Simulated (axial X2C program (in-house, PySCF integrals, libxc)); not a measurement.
# ClPdCl: Ω levels from open-shell CI on d8 s0

Which Ω levels does ClPdCl have in the configuration d8 s0, and how far apart?

Method: two-component X2C, average-of-configuration Hartree–Fock and CI in the open shells; program: an in-house X2C program for linear molecules on PySCF integrals.

All values are calculated.

## Step 1: Input

task.json reads:

```json
{"zs": [17, 46, 17], "q": 0, "bas": ["dyall-av3z", "dyall-v3z", "dyall-av3z"], "r0": 2.19, "metal": 1, "shells": [[2, [0, 1, 2], 8], [0, [0], 0]], "fix": 0, "emax": 3.2, "nroots": 4}
```

Keys: zs atomic numbers; q charge; bas basis sets; r0 starting distance in Å; metal index of the metal atom; shells open shells as [l, |m| values, electrons]; fix electron count of the first shell held; emax energy window in eV; nroots roots for each Ω.

Run with:

```
$ python soci.py task.json out
```

Two-component X2C with atomic mean-field Coulomb and Gaunt terms, basis Cl dyall-av3z, Pd dyall-v3z (cores contracted in-house). Orbitals come from Hartree–Fock averaged over the configuration Pd d8 s0; CI then distributes these electrons over the d, s shells of Pd.

## Step 2: CI at Cl–Pd–Cl held linear, both bonds 2.306 Å

What does the calculation give? Wanted: lowest level of the model; next level; lowest curve, Re and ωe.

The runs gave:

| quantity | value |
| --- | --- |
| lowest level of the model | Ω = 2, g∥ = 5.46, 100% d8 |
| next level | Ω = 1, 223 cm⁻¹ higher |
| lowest curve, Re and ωe | 2.302 Å, 326.7 cm⁻¹ |

What this shows: In the lowest level ⟨Sz⟩ = 0.73 and ⟨Lz⟩ = 1.27; its leading determinant has weight 0.61 among 60. From 2.306 to 2.490 Å the gap from the lowest to the fifth level goes from 2394 to 2638 cm⁻¹. Without dynamic correlation distances can be off by several hundredths of an Å, and the wavenumbers are rough. There is no dynamic correlation: spin–orbit spacings and, for f shells, spacings inside one term are the most reliable numbers, splittings between terms come out too wide, and energies between configurations are not reliable, so the lowest level need not be the ground state of the molecule. For d shells the ligand-field splittings (σ, π, δ) and their order can be off by a thousand cm⁻¹ or more. At most 4 roots were kept for each Ω > 0 (twice that for Ω = 0) within 3.2 eV of the lowest, so higher up levels can be missing between those listed; levels with Ω > 0 are doubly degenerate and listed once, Ω = 0 levels singly. Some active spinors are only partly of the character that their shell is named for, so the shell names and counts are nominal. States that fill the shells left empty in the average are placed too high. The molecule was held linear; bending was not examined.
